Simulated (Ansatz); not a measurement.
# Al3N: the cost of one run

Computed with Ansatz 0.2.0 (DFT PBE, scalar-relativistic, plane waves, PAW, unless a step's input says otherwise).

3 further runs of the same task are left out: 3 set aside as unsound or not needed.

### Step 1. The structure to begin with

Symmetry: Pm, No. 6, monoclinic system. Conventional cell: a = 2.857 Å, b = 2.857 Å, c = 21.175 Å, α = 90.00°, β = 90.00°, γ = 90.00°. Around Al (site symmetry m) lie 8 Al at 2.86 to 2.90 Å. Around Al (site symmetry m) lie 12 Al at 2.86 to 2.91 Å. Al (site symmetry m) is surrounded by 1 N at 1.73 Å. N (site symmetry m) has 1 Al at 1.73 Å as nearest neighbours.

Coordinates:

```
Al N
1.0
     2.85676    0.00000    0.00000
     0.00000    2.85676    0.00000
     0.00000    0.00000   21.17470
Al N
3 1
Cartesian
  1.4284 1.4284 4.0000
  0.0000 0.0000 6.0848
  1.4284 1.4284 8.1747
  1.4284 1.9045 9.8347
```

This is the geometry of the first run shown, built on a cell relaxed beforehand with the same method.

### Step 2. The scan

Atoms count from 1 in the order of the input.

N is moved along a line over the surface and along the normal, above a rigid substrate.

The axes are (1) position of N4 along the second surface vector, from above Al3: 6 values from 0.00 to 2.38 Å, periodic; (2) height of N4 above the plane of Al3: 7 values from 0.85 to 3.67 Å.

Nothing else is relaxed. Points are written as (first, second).

### Step 3. Grid point (0.48 Å, 1.66 Å)

The cell repeats along c, and a dipole correction in the vacuum removes the field between the copies.

Input file input.yaml:

```yaml
crystal:
  lattice:
    - [2.8567582918, 0.0, 0.0]
    - [0.0, 2.8567582918, 0.0]
    - [0.0, 0.0, 21.1746954317]
  atoms:
    - { symbol: Al, position: [0.5, 0.5, 0.1889047242] }
    - { symbol: Al, position: [0.0, 0.0, 0.2873641967] }
    - { symbol: Al, position: [0.5, 0.5, 0.3860596464] }
    - { symbol: "N", position: [0.5, 0.6666666667, 0.464455107], spin: 3.0 }
basis:
  ecutwfc: 420
kpoints:
  mp_grid: { grid: [9, 9, 1] }
hamiltonian:
  xc: pbe
  pseudopotentials: { kind: paw, azcp: { folder: soft_1 } }
scf:
  occupations: { method: gaussian, width: 0.1 }
output:
  forces: true
  eigenvalues: true
  populations: true
  write_density: true
  write_potential: true
  elf: true
  volumetric_format: npy
magnetization:
  spin_polarized: true
efield:
  axis: 3
  dipole_correction: true
  ramp_width: 0.04
```

Command:

```
$ ansatz run input.yaml --threads 1 --pin off --max-ram 3072MiB --backend cpu --events-out ev --progress --plain --runs-dir out
```

What time and memory should one allow on 1 thread of Arm Neoverse V1, shared host?

About 46 s, with a peak of 0.39 GiB.
